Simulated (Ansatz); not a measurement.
# CH₁₀BNSi₂: ionisation energy by level of theory

One table from this session's results is given with a row withheld; the runs are named, their logs left out.

Method: unrestricted cation, the program's frozen cores in correlated methods; program: Ansatz 0.2.0, Gaussian basis.

Levels to be run: UKS PBE-D4/def2-TZVPP; UKS r2SCAN-D4/def2-TZVPP; UKS PBE0-D4/def2-TZVPP; UKS B3LYP-D4/def2-TZVPP; UKS wB97X-V/def2-TZVPP; UKS wB97M-V/def2-TZVPP; UKS B2PLYP/def2-TZVPP; UHF-CCSD(T)/def2-TZVPP; UHF-MP2/def2-QZVPP; extrapolation to the limit; then −ε(HOMO) from the neutral's earlier runs with LDA (SPW92), PBE-D4, revPBE-D4, BLYP-D4, r2SCAN-D4, B97M-V, PBE0-D4, B3LYP-D4, r2SCANh-D4, r2SCAN0-D4, HSE06-D4, BHLYP-D4, CAM-B3LYP-D4, LC-ωPBE, ωB97X-V, ωB97M-V.

### Structure used throughout

All runs share one geometry, relaxed beforehand with PBE0-D4 in a triple-zeta def2 set.

SMILES `CBN([SiH3])[SiH3]`, 15 atoms, charge 0, spin multiplicity 1.

Atoms are counted from 1 here; the program's logs count them from 0.

Bond lengths: C1–B2 1.563 Å, C1–H6 1.090 Å, C1–H7 1.096 Å, C1–H8 1.096 Å, B2–N3 1.420 Å, B2–H9 1.211 Å, N3–Si4 1.755 Å, N3–Si5 1.748 Å, Si4–H10 1.484 Å, Si4–H11 1.489 Å, Si4–H12 1.483 Å, Si5–H13 1.481 Å, Si5–H14 1.486 Å, Si5–H15 1.486 Å. Angles: B2–C1–H6 116.3°, B2–C1–H7 109.1°, B2–C1–H8 109.2°, H6–C1–H7 108.3°, H6–C1–H8 108.3°, H7–C1–H8 105.0°, C1–B2–N3 126.9°, C1–B2–H9 117.7°, N3–B2–H9 115.4°, B2–N3–Si4 114.1°, B2–N3–Si5 127.9°, Si4–N3–Si5 118.1°, N3–Si4–H10 111.0°, N3–Si4–H11 107.3°, N3–Si4–H12 110.9°, H10–Si4–H11 109.0°, H10–Si4–H12 109.5°, H11–Si4–H12 109.0° and more.

Coordinates:

```xyz
15
charge 0, multiplicity 1
C     0.5131    1.6291   -1.4888
B    -0.3202    0.4005   -0.9998
N    -0.1515   -0.3150    0.2149
Si   -1.2626   -1.6584    0.4149
Si    1.0057   -0.0091    1.4882
H     1.3125    1.9646   -0.8277
H     0.9490    1.4001   -2.4683
H    -0.1617    2.4741   -1.6692
H    -1.2068    0.0001   -1.7203
H    -2.6669   -1.1829    0.4703
H    -0.9243   -2.3253    1.7022
H    -1.1145   -2.6365   -0.6903
H     1.7913    1.2136    1.2044
H     1.9291   -1.1661    1.6217
H     0.2858    0.1604    2.7772
```

Set-up of the first run:

Input file in.yaml:

```yaml
crystal:
  periodic: [false, false, false]
  atoms:
    - {symbol: C, position_ang: [0.513120, 1.629107, -1.488819]}
    - {symbol: B, position_ang: [-0.320237, 0.400460, -0.999823]}
    - {symbol: N, position_ang: [-0.151506, -0.315045, 0.214947]}
    - {symbol: Si, position_ang: [-1.262562, -1.658401, 0.414877]}
    - {symbol: Si, position_ang: [1.005739, -0.009061, 1.488232]}
    - {symbol: H, position_ang: [1.312529, 1.964603, -0.827709]}
    - {symbol: H, position_ang: [0.948968, 1.400146, -2.468303]}
    - {symbol: H, position_ang: [-0.161677, 2.474103, -1.669167]}
    - {symbol: H, position_ang: [-1.206832, 0.000145, -1.720253]}
    - {symbol: H, position_ang: [-2.666914, -1.182935, 0.470257]}
    - {symbol: H, position_ang: [-0.924292, -2.325282, 1.702213]}
    - {symbol: H, position_ang: [-1.114483, -2.636500, -0.690348]}
    - {symbol: H, position_ang: [1.791350, 1.213643, 1.204382]}
    - {symbol: H, position_ang: [1.929150, -1.166067, 1.621705]}
    - {symbol: H, position_ang: [0.285847, 0.160384, 2.777208]}
basis:
  gaussian: {orbitals: def2-TZVPP}
total_charge: 1
magnetization: {spin_polarized: true, initial_magnetization: 1}
hamiltonian: {xc: pbe, dispersion: d4}
```

Run with:

```bash
$ ansatz run in.yaml --threads 2 --pin off --events-out ev --progress --plain --max-ram 32768MiB --backend cuda --devices 0, --max-vram 18GiB
```

Steps of the session up to this table: Cation, UKS PBE-D4/def2-TZVPP; Cation, UKS r2SCAN-D4/def2-TZVPP; Cation, UKS PBE0-D4/def2-TZVPP; Cation, UKS B3LYP-D4/def2-TZVPP; Cation, UKS wB97X-V/def2-TZVPP; Cation, UKS wB97M-V/def2-TZVPP; Cation, UKS B2PLYP (frozen core)/def2-TZVPP; Cation, UHF-CCSD(T)/def2-TZVPP; Cation, UHF-MP2/def2-QZVPP.

One table of the session follows, with a row left open; its other results are not shown here.

For comparison, −ε(HOMO) of the neutral from earlier runs:

```
  functional  −ε(HOMO) (eV)
 LDA (SPW92)           7.04
      PBE-D4           6.96
   revPBE-D4           6.92
     BLYP-D4           6.83
   r2SCAN-D4              ?
      B97M-V           7.37
     PBE0-D4           8.20
    B3LYP-D4           7.99
  r2SCANh-D4           7.69
  r2SCAN0-D4           8.39
    HSE06-D4           7.80
    BHLYP-D4           9.36
CAM-B3LYP-D4           9.54
     LC-ωPBE          10.90
     ωB97X-V          10.56
     ωB97M-V          10.45
```

Estimate the missing values for r2SCAN-D4.

Worked estimate for «−ε(HOMO) (eV)». Against the share of exact exchange, r2SCANh-D4 (0.1, 7.69), r2SCAN0-D4 (0.25, 8.39) give a slope of 4.67 per unit share; at 0 the line stands at 7.22.

The run gave: −ε(HOMO) (eV): 7.23. In «−ε(HOMO) (eV)» the line misses by -0.01.
